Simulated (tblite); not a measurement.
# GeH3O4: the cost of one run

Programs: tblite 0.8.0 and PySCF 2.14.0. All values are calculated, for the isolated system unless a continuum is named. Atoms count from 0, parts from 1.

### 1 The system as given

8 atoms, charge 0, multiplicity 2; geometry: distance geometry start.

### 2 Geometry optimisation with GFN2-xTB

The job: settings as JSON, then the geometry in Å.

```
{"job": {"kind": "relax", "xc": "GFN2-xTB", "basis": "xTB"}, "charge": 0, "multiplicity": 2}
Ge    -1.929145     0.956122     0.140442
O     -0.296647     1.434390    -0.564692
O     -2.524115    -0.599680    -0.719340
O     -1.746345     0.624830     1.961563
O     -0.808944    -0.138777     2.515820
H     -2.934207     2.061104    -0.055057
H     -0.143915     1.752215    -1.479595
H     -2.842158    -1.396821    -0.231860
```

With the program's defaults for keys left out, this is: GFN2-xTB geometry optimisation, gas phase.

Started as:

```
$ OMP_NUM_THREADS=1 python cluster_run.py task.json out
```

This one command runs all jobs of the session in turn.

Q: Estimate the wall time of this first job on 1 thread of Arm Neoverse V2, shared host.

About 1.1 s.
